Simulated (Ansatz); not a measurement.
CsRe under changes of volume

One of the cells (33.191 Å³/atom); the others are scaled copies at fixed shape and fractional positions:

```
Cs Re
1.0
     3.68935    0.00000    0.00000
    -1.84468    3.19507    0.00000
     0.00000    0.00000    5.63144
Cs Re
1 1
Direct
  0.00000 0.00000 0.50000
  0.00000 0.00000 0.00000
```

The cell was built by a generator and needn't be a form met in nature.

| Item | Value |
| --- | --- |
| Program | Ansatz 0.2.0 |
| Functional | PBE |
| Potentials or basis | all-electron LAPW, scalar-relativistic |
| Cutoff | 264 eV (chosen from the basis error) |
| Basis error allowed | 0.0005 eV/atom |
| k mesh | 8 × 8 × 5 |
| Occupations | fermi-dirac, width 0.05 eV |
| Spin | no spin polarisation |

| volume (Å³/atom) | energy over the lowest point (meV/atom) | pressure (GPa) |
| --- | --- | --- |
| 31.200 | 0.00 | -6.4 |
| 31.863 | 27.36 | -6.8 |
| 32.527 | 56.40 | -7.2 |
| 33.191 | 86.81 | -7.4 |
| 33.855 | ? | ? |
| 34.519 | 150.67 | -7.8 |
| 35.183 | 183.65 | -7.9 |

Problem. What does the run at 33.855 Å³/atom give?

Solution. Energy over the lowest point 118.33 meV/atom; pressure -7.7 GPa.

Worked out: A Birch-Murnaghan fit of order 3 (a polynomial in V^(-2/3)) to the other rows has no minimum within the range. It gives 118.31 meV/atom at 33.855 Å³/atom, against the run's 118.33, and -dE/dV = -7.7 GPa, against -7.7.

Energies are extrapolated to zero smearing.
